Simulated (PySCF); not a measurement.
# C3H8N2OSi: magnetic properties

What do calculations give for the magnetic properties of C3H8N2OSi (`C=N[Si@@H](C)C(N)=O`)?

Computed with PySCF 2.14.0 and routines of our own; the level stands in each step. Atoms count from 0.

### Step 1. The starting structure

15 atoms, charge 0, multiplicity 1; geometry from: GFN2-xTB.

### Step 2. Magnetic properties: GIAO HF/pcSseg-1

Job settings and geometry (Å):

```
{"job": {"kind": "mag", "xc": "HF", "basis": "pcSseg-1", "isotopologues": 2}, "charge": 0, "multiplicity": 1}
C      2.461168     0.637692    -0.045620
N      1.273562     0.334138     0.201073
Si     0.016007    -0.510209    -0.621197
C     -0.477547    -1.899304     0.576454
C     -1.384107     0.810726    -0.647015
N     -1.392671     1.698803     0.367667
O     -2.242309     0.806332    -1.508887
H      3.003288     0.350691    -0.948836
H      3.020540     1.226668     0.677685
H      0.214311    -1.009891    -1.984525
H     -1.447111    -2.305795     0.308435
H     -0.537411    -1.538339     1.599098
H      0.242167    -2.711329     0.553826
H     -2.110282     2.407204     0.412824
H     -0.644018     1.710604     1.037105
```

With the program's defaults for keys left out, this is: GIAO HF/pcSseg-1 magnetisability, rotational g tensor and spin-rotation constants, non-relativistic, gas phase.

On the command line:

```sh
OMP_NUM_THREADS=1 python excited_run.py task.json out
```

One launch serves the whole session: the jobs run in the order shown.

What it wrote:

```text
final grid: 121720 points
cycle   1  E = -590.7328061378  dE =  1.280e+00  |g| = 8.262e-01  |ddm| = 3.408e+00
cycle   2  E = -590.8367490383  dE = -1.039e-01  |g| = 6.334e-01  |ddm| = 1.010e+00
cycle   3  E = -590.9085931909  dE = -7.184e-02  |g| = 8.586e-02  |ddm| = 4.367e-01
cycle   4  E = -590.9115862148  dE = -2.993e-03  |g| = 3.082e-02  |ddm| = 1.269e-01
cycle   5  E = -590.9119564196  dE = -3.702e-04  |g| = 1.266e-02  |ddm| = 4.187e-02
cycle   6  E = -590.9120415328  dE = -8.511e-05  |g| = 5.376e-03  |ddm| = 2.316e-02
cycle   7  E = -590.9120639878  dE = -2.246e-05  |g| = 2.215e-03  |ddm| = 1.365e-02
cycle   8  E = -590.9120667839  dE = -2.796e-06  |g| = 6.232e-04  |ddm| = 4.836e-03
cycle   9  E = -590.9120670059  dE = -2.220e-07  |g| = 1.810e-04  |ddm| = 1.187e-03
cycle  10  E = -590.9120670273  dE = -2.136e-08  |g| = 6.202e-05  |ddm| = 3.890e-04
cycle  11  E = -590.9120670293  dE = -2.002e-09  |g| = 1.857e-05  |ddm| = 1.242e-04
cycle  12  E = -590.9120670295  dE = -2.260e-10  |g| = 7.381e-06  |ddm| = 4.167e-05
converged SCF energy = -590.9120670295

Magnetisability tensor (1e-30 J/T^2)
     -914.40       22.02       40.40
       22.02    -1097.82       79.34
       40.40       79.34    -1015.34
isotropic -1009.19   principal values   -1146.03   -993.77   -887.77
isotropic susceptibility -60.775 1e-6 cm^3/mol

Inertial axes            a          b          c
rot. const./GHz      2.8415     1.6006     1.2731
chi total           -56.381    -64.755    -61.188
chi diamagnetic    -547.389   -839.844  -1039.640
chi paramagnetic    491.007    775.089    978.453
quadrupole/D A       -4.678      5.760     -1.082
g nuclear            0.6173     0.5630     0.5697
g electronic        -0.6554    -0.5828    -0.5852
g total             -0.0382    -0.0198    -0.0155

Spin-rotation constants (kHz, H = +C I.J)
atom  isotope        aa         bb         cc
  1    14N        0.702      0.283      0.259
  5    14N        0.347      0.083      0.068
  7     1H       -0.189     -0.147      0.086
  8     1H       -0.126     -0.013     -0.042
  9     1H       -0.277     -0.127      0.045
 10     1H       -0.137     -0.089     -0.152
 11     1H       -0.346     -0.162      0.007
 12     1H       -0.116     -0.107     -0.150
 13     1H        0.060     -0.131     -0.129
 14     1H        0.037     -0.168     -0.068
  0    13C*       0.898      0.476      0.583
  2   29Si*      -1.554     -0.926     -0.652
  3    13C*       0.274      0.174      0.129
  4    13C*       1.248      0.551      0.526
  6    17O*      -1.629     -0.433     -0.613
* in the singly substituted isotopologue

Isotopologues: g along a, b, c
2H    at 7,8,9,10,11,12    -0.0316    -0.0179    -0.0137
13C   at 0                 -0.0383    -0.0194    -0.0153
```

Wall time 12 s (1 thread of Arm Neoverse V1, shared host); peak memory 0.79 GiB.

Key values:

```tsv
quantity	value
magnetisability	-1009·10⁻³⁰ J/T²
molar susceptibility	-60.8·10⁻⁶ cm³/mol
rotational g (a, b, c)	-0.0382, -0.0198, -0.0155
```

### Step 3. Magnetic properties: GIAO B3LYP/3-21G

The job, as its differences from that of step 2:

```diff
@@ -1,2 +1,2 @@
-{"job": {"kind": "mag", "xc": "HF", "basis": "pcSseg-1", "isotopologues": 2}, "charge": 0, "multiplicity": 1}
+{"job": {"kind": "mag", "xc": "B3LYP", "basis": "3-21G", "scf": {"max_cycle": 1}}, "charge": 0, "multiplicity": 1}
 C      2.461168     0.637692    -0.045620
```

Method: GIAO B3LYP/3-21G magnetisability, rotational g tensor and spin-rotation constants, non-relativistic, gas phase.

What it wrote:

```text
final grid: 121720 points
cycle   1  E = -589.9767354100  dE =  6.808e-01  |g| = 9.432e-01  |ddm| = 3.796e+00
SCF not converged, last energy = -589.9767354100
```

Run time: 1.3 s. Hardware: 1 thread of Arm Neoverse V1, shared host; peak memory 0.51 GiB.

Diagnosis: The cap of 1 cycle ended the SCF at a gradient of 9.4e-01. The remedy is to raise the cap. Numbers printed on the way are no properties of the molecule.

### Step 4. What came out

| quantity | value |
| --- | --- |
| magnetisability (step 2, GIAO HF/pcSseg-1) | -1009·10⁻³⁰ J/T² |
| molar susceptibility (step 2, GIAO HF/pcSseg-1) | -60.8·10⁻⁶ cm³/mol |
| rotational g (a, b, c) (step 2, GIAO HF/pcSseg-1) | -0.0382, -0.0198, -0.0155 |
| runs | 1 failed, 0 ended on unsound input |

In words: The values above hold for this geometry and these levels alone. Vibrational averaging and real surroundings are missing from these values.
